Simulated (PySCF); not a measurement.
# B8H12P8 ((4,2) BP nanotube piece): the cost of one run

Programs: PySCF 2.14.0, with routines of our own; each step states its level. All values are computed. Atoms count from 0.

## Step 1: The starting structure

28 atoms, charge 0, multiplicity 1; geometry from: GFN2-xTB.

## Step 2: Electronic excitations: TDDFT PBE/6-31G*

Job settings and geometry (Å):

```
{"job": {"kind": "uv", "basis": "6-31G*", "grid": 1, "kgrid": 0, "vcut": null, "nstates": 5, "ntriplets": 2, "tda": false, "delta": ["ip_vertical"], "pop": false, "xc": "PBE"}, "charge": 0, "multiplicity": 1}
B      2.764647     0.399683     0.727010
P      1.639059     1.758270     0.222820
B      0.874434     1.624928    -1.455090
P     -0.831068     2.238443    -1.759239
B      0.459120     2.092935     1.601167
P     -1.260879     2.666609     1.276906
B     -1.906320     1.888742    -0.281853
P     -3.522392     0.912875    -0.403285
B     -2.765889    -0.398151     0.727155
P     -1.639539    -1.756860     0.225140
B     -0.877066    -1.624811    -1.453764
P      0.828705    -2.237663    -1.758873
B     -0.458470    -2.091698     1.602582
P      1.260938    -2.664842     1.276380
B      1.905478    -1.887889    -0.283393
P      3.521831    -0.911735    -0.403244
H      2.935109     0.247999     1.879050
H      1.499904     1.227060    -2.362512
H     -1.318169     1.500979    -2.823516
H      0.818795     1.972620     2.708374
H     -2.021808     2.204626     2.333789
H     -3.294448     0.361591    -1.661694
H     -2.934576    -0.246284     1.879225
H     -1.500919    -1.226745    -2.362463
H      1.317058    -1.501058    -2.822839
H     -0.819780    -1.969112     2.708919
H      2.020703    -2.202691     2.333896
H      3.293003    -0.361410    -1.661921
```

With the program's defaults for keys left out, this is: TDDFT PBE/6-31G*, vertical, gas phase, core orbitals frozen in the response.

Started as:

```bash
$ OMP_NUM_THREADS=1 python large_run.py task.json out
```

This one command runs all jobs of the session in turn.

Q: Estimate the wall time and peak memory of this job on 1 thread of Intel Xeon 6975P-C, shared host.

About 28 s, with a peak of 0.56 GiB.
